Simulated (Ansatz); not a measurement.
# AlSn: a single-point run

The task is a single-point run on AlSn. The structure is shown as the input types it.

Program: Ansatz 0.2.0. Level of theory: DFT, PBEsol, PAW with Ansatz's default frozen-core files, scalar-relativistic. These are calculated values, not measurements.

## (1) The structure to begin with

Symmetry: P-6m2, No. 187, hexagonal system. Conventional cell: a = 7.208 Å, b = 7.208 Å, c = 5.678 Å, α = 90.00°, β = 90.00°, γ = 120.00°.

As a file:

```cif
data_structure
_symmetry_space_group_name_H-M 'P-6m2'
_symmetry_Int_Tables_number 187
_cell_length_a 7.2079
_cell_length_b 7.2079
_cell_length_c 5.6776
_cell_angle_alpha 90.000
_cell_angle_beta 90.000
_cell_angle_gamma 120.000
_cell_volume 255.45
loop_
_atom_site_label
_atom_site_type_symbol
_atom_site_symmetry_multiplicity
_atom_site_Wyckoff_symbol
_atom_site_fract_x
_atom_site_fract_y
_atom_site_fract_z
_atom_site_occupancy
Al1 Al 1 a 0.00000 0.00000 0.00000 1
Sn1 Sn 1 d 0.33333 0.66667 0.50000 1
```

## (2) Running it

Contents of input.yaml:

```yaml
crystal:
  lattice:
    - [7.20785392, 0.0, 0.0]
    - [-3.60392696, 6.2421846, 0.0]
    - [0.0, 0.0, 5.67762517]
  atoms:
    - { symbol: Al, position: [0.0, 0.0, 0.0] }
    - { symbol: Sn, position: [0.3333333333, 0.6666666667, 0.5] }
kpoints:
  mp_grid: { grid: [10, 10, 11] }
  band_path:
    path:
      - [0.0, 0.0, 0.0]
      - [0.5, 0.0, 0.0]
      - [0.3333333333, 0.3333333333, 0.0]
      - [0.0, 0.0, 0.0]
      - [0.0, 0.0, 0.5]
      - [0.5, 0.0, 0.5]
      - [0.3333333333, 0.3333333333, 0.5]
      - [0.0, 0.0, 0.5]
      - [0.5, 0.0, 0.5]
    npoints: 6
scf:
  occupations: { method: fermi_dirac, width: 0.05 }
  max_iter: 75
hamiltonian:
  xc: pbesol
  pseudopotentials: { kind: paw }
output:
  forces: true
  stress: true
  eigenvalues: true
  efg: { contact_densities: true }
  populations: true
```

Command:

```bash
$ ansatz run input.yaml --threads 1 --pin off --max-ram 2048MiB --backend cpu --events-out ev --progress --plain --runs-dir out
```

Q: Will this input give a usable result? If not, why, and what should change?

The run converged and reported no error, with warnings (gradients without spin orbit). That alone doesn't make the input a sound one.

The geometry is stretched towards separate atoms, where one determinant is a poor description. The shortest distance in the input is 5.04 Å, between atoms 1 (Al) and 2 (Sn).

What to do: start from sensible bond lengths.
